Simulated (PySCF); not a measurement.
# [La(NH3)6]3+: other spin states and a change of charge

How does [La(NH3)6]3+ respond at fixed geometry? The runs cover other spin states and a change of charge. It is a constructed species; whether it can be made isn't addressed.

Method: r2SCAN, La def2-SVP with ECP46, N def2-SVP, H def2-SVP; scalar-relativistic core potentials, no spin–orbit coupling; program: PySCF 2.14.0.

4 further runs of the same task are left out: 2 for a known fault of the program, 2 that didn't finish. Runs told in other sessions of the task aren't counted.

## (1) Starting geometry

25 atoms, charge 3, spin multiplicity 1.

Bond lengths: La1–N2 2.711 Å, La1–N6 2.711 Å, La1–N10 2.711 Å, La1–N14 2.711 Å, La1–N18 2.711 Å, La1–N22 2.711 Å, N2–H3 1.030 Å, N2–H4 1.030 Å, N2–H5 1.030 Å, N6–H7 1.030 Å, N6–H8 1.030 Å, N6–H9 1.030 Å, N10–H11 1.030 Å, N10–H12 1.030 Å, N10–H13 1.030 Å, N14–H15 1.030 Å, N14–H16 1.030 Å, N14–H17 1.030 Å and more. Angles: N2–La1–N6 180.0°, N2–La1–N10 89.9°, N2–La1–N14 89.7°, N2–La1–N18 90.1°, N2–La1–N22 90.3°, N6–La1–N10 90.1°, N6–La1–N14 90.3°, N6–La1–N18 89.9°, N6–La1–N22 89.7°, N10–La1–N14 90.0°, N10–La1–N18 180.0°, N10–La1–N22 90.0°, N14–La1–N18 90.0°, N14–La1–N22 180.0°, N18–La1–N22 90.0°, La1–N2–H3 115.7°, La1–N2–H4 115.8°, La1–N2–H5 115.7° and more.

As a file:

```xyz
25

La    0.0000    0.0000    0.0000
N     0.0046    0.0070    2.7112
H     0.8093    0.4728    3.1553
H    -0.7985    0.4716    3.1593
H     0.0065   -0.9200    3.1609
N    -0.0046   -0.0070   -2.7112
H     0.7985   -0.4716   -3.1593
H    -0.8093   -0.4728   -3.1553
H    -0.0065    0.9200   -3.1609
N     2.7108   -0.0012    0.0020
H     3.1573   -0.4644    0.8069
H     3.1606   -0.4639   -0.8011
H     3.1559    0.9282    0.0023
N     0.0012    2.7108    0.0059
H     0.4530    3.1551    0.8185
H     0.4754    3.1628   -0.7894
H    -0.9281    3.1559   -0.0046
N    -2.7108    0.0012   -0.0020
H    -3.1606    0.4639    0.8011
H    -3.1573    0.4644   -0.8069
H    -3.1559   -0.9282   -0.0023
N    -0.0012   -2.7108   -0.0059
H    -0.4754   -3.1628    0.7894
H    -0.4530   -3.1551   -0.8185
H     0.9281   -3.1559    0.0046
```

Formal oxidation states: La +3. An earlier session relaxed this geometry at r2SCAN, La def2-SVP with ECP46, N def2-SVP, H def2-SVP (singlet, point group Ci).

Its energy there is -369.746014 Eh.

## (2) Multiplicity 3 at the relaxed geometry

Input file run.py (the lines that set the calculation):

```python
mol = gto.M(atom='''
La     0.00000     0.00000     0.00000
N      0.00462     0.00700     2.71119
H      0.80926     0.47281     3.15533
H     -0.79847     0.47156     3.15934
H      0.00654    -0.92003     3.16093
N     -0.00462    -0.00700    -2.71119
H      0.79847    -0.47156    -3.15934
H     -0.80926    -0.47281    -3.15533
H     -0.00654     0.92003    -3.16093
N      2.71077    -0.00116     0.00202
H      3.15729    -0.46440     0.80688
H      3.16060    -0.46395    -0.80112
H      3.15586     0.92817     0.00231
N      0.00121     2.71077     0.00590
H      0.45301     3.15505     0.81846
H      0.47539     3.16276    -0.78941
H     -0.92807     3.15588    -0.00464
N     -2.71077     0.00116    -0.00202
H     -3.16060     0.46395     0.80112
H     -3.15729     0.46440    -0.80688
H     -3.15586    -0.92817    -0.00231
N     -0.00121    -2.71077    -0.00590
H     -0.47539    -3.16276     0.78941
H     -0.45301    -3.15505    -0.81846
H      0.92807    -3.15588     0.00464''',
    basis={'La': 'def2-SVP', 'N': 'def2-SVP', 'H': 'def2-SVP'},
    ecp={'La': 'def2-SVP'},
    charge=3, spin=2)
mf = dft.UKS(mol, xc='R2SCAN')
mf.grids.atom_grid = (50, 194)  # f atoms: unpruned, at least (60, 302)
mf = mf.density_fit()  # fitting sets: La def2-universal-JKFIT, N def2-universal-JKFIT, H def2-universal-JKFIT
mf.conv_tol = 1e-08; mf.max_cycle = 55
mf.kernel(dm0)  # dm0: free metal ions and neutral atoms
```

Launch:

```sh
> OMP_NUM_THREADS=4 python run.py
```

Output:

```text
init E= -367.765065188815
cycle= 1 E= -368.416713625227  delta_E= -0.652  |g|= 1.27  |ddm|=  3.5
cycle= 2 E= -368.303046032482  delta_E= 0.114  |g|= 1.36  |ddm|=  4.9
cycle= 3 E= -369.361281880127  delta_E= -1.06  |g|= 0.524  |ddm|=  3.9
cycle= 4 E= -369.398064892217  delta_E= -0.0368  |g|= 0.435  |ddm|= 1.21
cycle= 5 E= -369.410776623087  delta_E= -0.0127  |g|= 0.428  |ddm|=  1.1
cycle= 6 E= -369.464009671724  delta_E= -0.0532  |g|= 0.252  |ddm|= 1.05
cycle= 7 E= -369.450979615822  delta_E= 0.013  |g|= 0.278  |ddm|= 1.04
cycle= 8 E= -369.465609733452  delta_E= -0.0146  |g|= 0.266  |ddm|= 1.04
cycle= 9 E= -369.466053355881  delta_E= -0.000444  |g|= 0.244  |ddm|= 1.03
cycle= 10 E= -369.477945953164  delta_E= -0.0119  |g|= 0.222  |ddm|= 1.03
cycle= 11 E= -369.448137748724  delta_E= 0.0298  |g|= 0.287  |ddm|= 1.03
cycle= 12 E= -369.450010910618  delta_E= -0.00187  |g|= 0.283  |ddm|= 0.0342
cycle= 13 E= -369.452435615815  delta_E= -0.00242  |g|= 0.277  |ddm|= 0.0441
cycle= 14 E= -369.451929861258  delta_E= 0.000506  |g|= 0.281  |ddm|= 0.037
cycle= 15 E= -369.451263074004  delta_E= 0.000667  |g|= 0.28  |ddm|= 0.0452
cycle= 16 E= -369.450385721692  delta_E= 0.000877  |g|= 0.278  |ddm|= 0.11
cycle= 17 E= -369.4509082644  delta_E= -0.000523  |g|= 0.276  |ddm|= 0.0408
cycle= 18 E= -369.44959048352  delta_E= 0.00132  |g|= 0.28  |ddm|= 0.0158
cycle= 19 E= -369.475989402657  delta_E= -0.0264  |g|= 0.23  |ddm|= 1.04
cycle= 20 E= -369.421365820997  delta_E= 0.0546  |g|= 0.37  |ddm|= 1.12
cycle= 21 E= -369.463117989681  delta_E= -0.0418  |g|= 0.255  |ddm|= 0.378
...
cycle= 35 E= -369.524397135172  delta_E= 3.72e-07  |g|= 0.00124  |ddm|= 0.000513
cycle= 36 E= -369.524397610754  delta_E= -4.76e-07  |g|= 0.00102  |ddm|= 0.00135
cycle= 37 E= -369.524397616363  delta_E= -5.61e-09  |g|= 0.00112  |ddm|= 0.000821
cycle= 38 E= -369.524397518974  delta_E= 9.74e-08  |g|= 0.00124  |ddm|= 0.000531
cycle= 39 E= -369.524397431756  delta_E= 8.72e-08  |g|= 0.00133  |ddm|= 0.000589
cycle= 40 E= -369.524397173671  delta_E= 2.58e-07  |g|= 0.00149  |ddm|= 0.00042
cycle= 41 E= -369.524397136368  delta_E= 3.73e-08  |g|= 0.00152  |ddm|= 0.000538
cycle= 42 E= -369.524397097979  delta_E= 3.84e-08  |g|= 0.00156  |ddm|= 0.000568
cycle= 43 E= -369.524396976059  delta_E= 1.22e-07  |g|= 0.00166  |ddm|= 0.000621
cycle= 44 E= -369.52439691158  delta_E= 6.45e-08  |g|= 0.00172  |ddm|= 0.000695
cycle= 45 E= -369.524396886942  delta_E= 2.46e-08  |g|= 0.00175  |ddm|= 0.000629
cycle= 46 E= -369.524396482469  delta_E= 4.04e-07  |g|= 0.00191  |ddm|= 0.000389
cycle= 47 E= -369.524395960311  delta_E= 5.22e-07  |g|= 0.00208  |ddm|= 0.000446
cycle= 48 E= -369.524395988038  delta_E= -2.77e-08  |g|= 0.00204  |ddm|= 0.000323
cycle= 49 E= -369.524395700162  delta_E= 2.88e-07  |g|= 0.00213  |ddm|= 0.000237
cycle= 50 E= -369.52439562328  delta_E= 7.69e-08  |g|= 0.00216  |ddm|= 0.000682
cycle= 51 E= -369.524395253339  delta_E= 3.7e-07  |g|= 0.00225  |ddm|= 0.000499
cycle= 52 E= -369.524395216839  delta_E= 3.65e-08  |g|= 0.00229  |ddm|= 0.00112
cycle= 53 E= -369.52439437806  delta_E= 8.39e-07  |g|= 0.00259  |ddm|= 0.00118
cycle= 54 E= -369.524392964462  delta_E= 1.41e-06  |g|= 0.00301  |ddm|= 0.00183
cycle= 55 E= -369.524391297213  delta_E= 1.67e-06  |g|= 0.0034  |ddm|= 0.00164
SCF not converged.
```

Run time: 4.7 min. Hardware: 4 threads of Arm Neoverse V2, shared host.

The SCF didn't converge.

## (3) One electron added, multiplicity 2

Changes to run.py (the lines that set the calculation) since step 2:

```diff
@@ -28,3 +28,3 @@
     ecp={'La': 'def2-SVP'},
-    charge=3, spin=2)
+    charge=2, spin=1)
 mf = dft.UKS(mol, xc='R2SCAN')
@@ -33,2 +33,2 @@
 mf.conv_tol = 1e-08; mf.max_cycle = 55
-mf.kernel(dm0)  # dm0: free metal ions and neutral atoms
+mf.kernel(dm0)  # dm0: the density of the relaxed state
```

Launch:

```sh
> OMP_NUM_THREADS=4 python run.py
```

Output:

```text
init E= -369.748282012332
  HOMO = -0.490859338552  LUMO = -0.487720468107  gap/eV = 0.08541
cycle= 1 E= -370.105546828987  delta_E= -0.357  |g|= 0.213  |ddm|= 0.959
  HOMO = -0.248866716346  LUMO = -0.244174938532  gap/eV = 0.12767
cycle= 2 E= -370.030701546234  delta_E= 0.0748  |g|= 0.312  |ddm|= 2.89
  HOMO = -0.317540830019  LUMO = -0.292050192498  gap/eV = 0.69364
cycle= 3 E= -370.141262553019  delta_E= -0.111  |g|= 0.0625  |ddm|= 2.83
  HOMO = -0.308999407653  LUMO = -0.273916791291  gap/eV = 0.95465
cycle= 4 E= -370.144032602169  delta_E= -0.00277  |g|= 0.0253  |ddm|= 0.11
  HOMO = -0.307119650622  LUMO = -0.270140489171  gap/eV = 1.00625
cycle= 5 E= -370.144339147503  delta_E= -0.000307  |g|= 0.00817  |ddm|= 0.0248
  HOMO = -0.304912499599  LUMO = -0.26682415003  gap/eV = 1.03644
cycle= 6 E= -370.144394808613  delta_E= -5.57e-05  |g|= 0.000833  |ddm|= 0.0205
  HOMO = -0.304851565866  LUMO = -0.266741144931  gap/eV = 1.03704
cycle= 7 E= -370.144395350793  delta_E= -5.42e-07  |g|= 0.000242  |ddm|= 0.00274
  HOMO = -0.304871891187  LUMO = -0.266761568488  gap/eV = 1.03703
cycle= 8 E= -370.144395502645  delta_E= -1.52e-07  |g|= 0.000167  |ddm|= 0.00195
  HOMO = -0.304865772387  LUMO = -0.266749024893  gap/eV = 1.03721
cycle= 9 E= -370.14439559927  delta_E= -9.66e-08  |g|= 0.000126  |ddm|= 0.00151
  HOMO = -0.304872679955  LUMO = -0.266755924296  gap/eV = 1.03721
cycle= 10 E= -370.144395727403  delta_E= -1.28e-07  |g|= 9.93e-05  |ddm|= 0.00238
  HOMO = -0.304886533845  LUMO = -0.266762299709  gap/eV = 1.03741
cycle= 11 E= -370.144395980115  delta_E= -2.53e-07  |g|= 5.97e-05  |ddm|= 0.00675
  HOMO = -0.30488300848  LUMO = -0.266749310013  gap/eV = 1.03767
cycle= 12 E= -370.144396081518  delta_E= -1.01e-07  |g|= 1.5e-05  |ddm|= 0.00683
  HOMO = -0.304879129809  LUMO = -0.266744037194  gap/eV = 1.03771
cycle= 13 E= -370.144396083615  delta_E= -2.1e-09  |g|= 5.45e-06  |ddm|= 0.00112
  HOMO = -0.304879726259  LUMO = -0.266744660523  gap/eV = 1.03771
Extra cycle  E= -370.144396083716  delta_E= -1.01e-10  |g|= 4.52e-06  |ddm|= 5.45e-05
converged SCF energy = -370.144396083716  <S^2> = 0.75241352  2S+1 = 2.0024121
```

Wall time 28 s (4 threads of Arm Neoverse V2, shared host).

It gives: E = -370.144396 Eh (-10.841 eV from the relaxed state), HOMO -8.30 eV, LUMO -7.65 eV (over both spins), ⟨S²⟩ = 0.752, Mulliken charge on La1 +0.83 e. 

## (4) The states side by side

| state | energy from the relaxed state (eV) | ⟨S²⟩ | time |
| --- | --- | --- | --- |
| charge +3, singlet, vacuum (relaxed) | 0 | 0.00 |  |
| charge +2, doublet, vacuum | -10.84 | 0.75 | 28 s |

An electron taken off or put on is at rest in vacuum. 

Adding an electron vertically releases 10.84 eV (doublet). The bases are small and lack diffuse functions. Spin–orbit coupling is left out.
